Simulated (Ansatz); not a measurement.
# YSi2Ir2: the cost of one run

Computed with Ansatz 0.2.0 (DFT PBEsol, scalar-relativistic, plane waves, PAW, and further levels as typed in the inputs, unless a step's input says otherwise).

The COD entry's cell or inner coordinates are ideal or old and differ from later refinements, so a difference from it is no clean test against experiment.

## Step 1: The structure to begin with

It takes space group I4/mmm (No. 139, tetragonal). Conventional cell: a = 4.050 Å, b = 4.050 Å, c = 9.905 Å, α = 90.00°, β = 90.00°, γ = 90.00°. Y (site symmetry 4/mmm) is surrounded by 8 Si at 3.12 Å and 8 Ir at 3.20 Å. Si (site symmetry 4mm) is surrounded by 4 Ir at 2.37 Å and 1 Si at 2.48 Å and 4 Y at 3.12 Å. Ir (site symmetry -4m2) is surrounded by 4 Si at 2.37 Å.

Structure file:

```cif
data_structure
_symmetry_space_group_name_H-M 'I4/mmm'
_symmetry_Int_Tables_number 139
_cell_length_a 4.0500
_cell_length_b 4.0500
_cell_length_c 9.9050
_cell_angle_alpha 90.000
_cell_angle_beta 90.000
_cell_angle_gamma 90.000
_cell_volume 162.47
loop_
_atom_site_label
_atom_site_type_symbol
_atom_site_symmetry_multiplicity
_atom_site_Wyckoff_symbol
_atom_site_fract_x
_atom_site_fract_y
_atom_site_fract_z
_atom_site_occupancy
Y1 Y 2 a 0.00000 0.00000 0.00000 1
Si1 Si 4 e 0.00000 0.00000 0.37500 1
Ir1 Ir 4 d 0.00000 0.50000 0.25000 1
```

The structure rests on an entry of the Crystallography Open Database; cell or positions may have been set otherwise for this series.

## Step 2: Relaxing cell and atoms: YSi2Ir2, no spin

input.yaml reads:

```yaml
crystal:
  lattice:
    - [-2.025, 2.025, 4.9525]
    - [2.025, -2.025, 4.9525]
    - [2.025, 2.025, -4.9525]
  atoms:
    - { symbol: "Y", position: [0.0, 0.0, 0.0] }
    - { symbol: Si, position: [0.375, 0.375, 0.0] }
    - { symbol: Si, position: [0.625, 0.625, 0.0] }
    - { symbol: Ir, position: [0.75, 0.25, 0.5] }
    - { symbol: Ir, position: [0.25, 0.75, 0.5] }
scf:
  occupations: { method: gaussian, width: 0.05 }
output:
  forces: true
  stress: true
  eigenvalues: true
  dos: { method: tetrahedron, nscf_kmesh: { grid: [24, 24, 24] }, de: 0.02 }
  write_density: true
  write_potential: true
  elf: true
  volumetric_format: npy
kpoints:
  mp_grid: { grid: [16, 16, 16] }
hamiltonian:
  xc: pbesol
relax:
  f_tol: 0.005
  max_steps: 60
  cell: { stress_tol: 0.03 }
```

Launch:

```console
> ansatz run input.yaml --threads 4 --pin off --max-ram 8192MiB --backend cpu --events-out ev --progress --plain --runs-dir out
```

Q: Estimate wall time and peak memory on 4 threads of Arm Neoverse V1, shared host.

About 2.1 min, with a peak of 1.7 GiB.
